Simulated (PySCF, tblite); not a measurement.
# C₅H₆F₂OSi: geometry, infrared bands and NMR shifts

Wanted: the infrared bands and NMR shifts of C₅H₆F₂OSi (`C#C/C=C/CO[SiH](F)F`), by calculation.

Computed with tblite 0.8.0 and PySCF 2.14.0, with density-fitted response routines of our own, on a single molecule in the gas phase. Atoms count from 0, in the outputs and in this text.

### Step 1. The starting structure

15 atoms, charge 0, multiplicity 1; geometry from: force field or distance geometry start.

Bonds of the start (Å): C0–C1 1.22, C1–C2 1.42, C2–C3 1.34, C3–C4 1.47, C4–O5 1.38, O5–Si6 1.71, Si6–F7 1.68, Si6–F8 1.70, C0–H9 1.07, C2–H10 1.08, C3–H11 1.09, C4–H12 1.13, C4–H13 1.11, Si6–H14 1.47.

### Step 2. Geometry optimisation with GFN2-xTB

Job settings and geometry (Å):

```
{"job": {"kind": "relax", "xc": "GFN2-xTB", "basis": "xTB"}, "charge": 0, "multiplicity": 1}
C      4.144800    -0.312700     1.070200
C      3.012100    -0.490400     0.645500
C      1.688500    -0.710900     0.182000
C      0.800400     0.276500     0.003500
C     -0.538500    -0.099400    -0.477800
O     -1.566000     0.237000     0.378900
Si    -3.105900    -0.198200    -0.227700
F     -3.789100     1.099700    -1.048400
F     -4.028600    -0.683600     1.108900
H      5.133600    -0.159800     1.445500
H      1.402800    -1.730600    -0.048900
H      1.096100     1.292500     0.248700
H     -0.724800     0.505200    -1.413300
H     -0.544800    -1.169500    -0.756300
H     -2.985000    -1.353500    -1.132700
```

Command:

```
OMP_NUM_THREADS=1 python probes_run.py task.json out
```

This one command runs all jobs of the session in turn.

**Question.** This job is followed by: GFN2-xTB harmonic vibrations, gas phase; GIAO PBE0/pcSseg-1 NMR shielding, non-relativistic, gas phase. What will the session give for the following? strongest single infrared mode (GFN2-xTB); zero-point energy (GFN2-xTB); 13C shifts against TMS (PBE0/pcSseg-1); 1H shifts against TMS (PBE0/pcSseg-1, means over atoms taken as alike); 17O shifts against H2O (PBE0/pcSseg-1); 29Si shifts against TMS (PBE0/pcSseg-1); 19F shifts against CFCl3 (PBE0/pcSseg-1, means over atoms taken as alike).

The runs gave:

```
                                                                 quantity                               value
                                strongest single infrared mode (GFN2-xTB)               1177 cm⁻¹, 329 km/mol
                                             zero-point energy (GFN2-xTB)                       60.5 kcal/mol
                                   13C shifts against TMS (PBE0/pcSseg-1)  153.0, 117.7, 90.3, 85.6, 67.6 ppm
   1H shifts against TMS (PBE0/pcSseg-1, means over atoms taken as alike)    6.77, 5.81, 4.77, 4.44, 2.77 ppm
                                   17O shifts against H2O (PBE0/pcSseg-1)                            62.3 ppm
                                  29Si shifts against TMS (PBE0/pcSseg-1)                           -66.4 ppm
19F shifts against CFCl3 (PBE0/pcSseg-1, means over atoms taken as alike)                          -148.7 ppm
```

What this shows: The optimisation took 121 steps and gained 0.926 eV; among the close pairs (by a distance rule), O5–Si6 changed most, from 1.711 to 1.593 Å. No mode is imaginary among the 39: a minimum at this level. The strongest single mode, at 1177 cm⁻¹, is spread over several atoms, O5, C4, H11 among them. GFN2-xTB is a fitted tight-binding method: band positions and strengths are rough. Its intensities can rank the bands wrongly. At PBE0/pcSseg-1: The largest span, 297 ppm, is at C1, where the paramagnetic term is -149 ppm.
